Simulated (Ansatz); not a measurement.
# GaH3: the cost of one run

All numbers below are computed with Ansatz 0.2.0 (RKS revPBE-D4/def2-mTZVP).

## 1. Starting point

Bond lengths: Ga1–H2 1.770 Å, Ga1–H3 1.770 Å, Ga1–H4 1.570 Å. Angles: H2–Ga1–H3 33.2°, H2–Ga1–H4 163.4°, H3–Ga1–H4 163.4°.

As a file:

```xyz
4

Ga    0.0000    0.0000    0.0000
H     1.2166    0.0000    1.2856
H     1.7216    0.0000    0.4109
H    -1.3596    0.0000   -0.7850
```

## 2. Pulling towards end A

Springs on the bonds that form and break draw the guess towards this end; the thresholds are loose.

Input file input.yaml:

```yaml
crystal:
  periodic: [false, false, false]
  atoms:
    - { symbol: Ga, position_ang: [0.0, 0.0, 0.0] }
    - { symbol: H, position_ang: [1.2166, 0.0, 1.2856] }
    - { symbol: H, position_ang: [1.7216, 0.0, 0.4109] }
    - { symbol: H, position_ang: [-1.3596, 0.0, -0.785] }
basis:
  gaussian: { orbitals: def2-mTZVP }
hamiltonian:
  xc: revpbe
  dispersion: d4
relax:
  f_tol: 0.15
  max_steps: 25
  restrain:
    - { distance: [1, 2], at: 1.86, k: 30.0 }
    - { distance: [0, 1], at: 1.57, k: 30.0 }
    - { distance: [0, 2], at: 1.57, k: 30.0 }
```

On the command line:

```sh
$ ansatz run input.yaml --threads 1 --pin off --max-ram 2048MiB --backend cpu --events-out ev --progress --plain --runs-dir out
```

What time and memory should one allow on 1 thread of Arm Neoverse V1, shared host?

About 5.1 s, with a peak of 0.088 GiB.
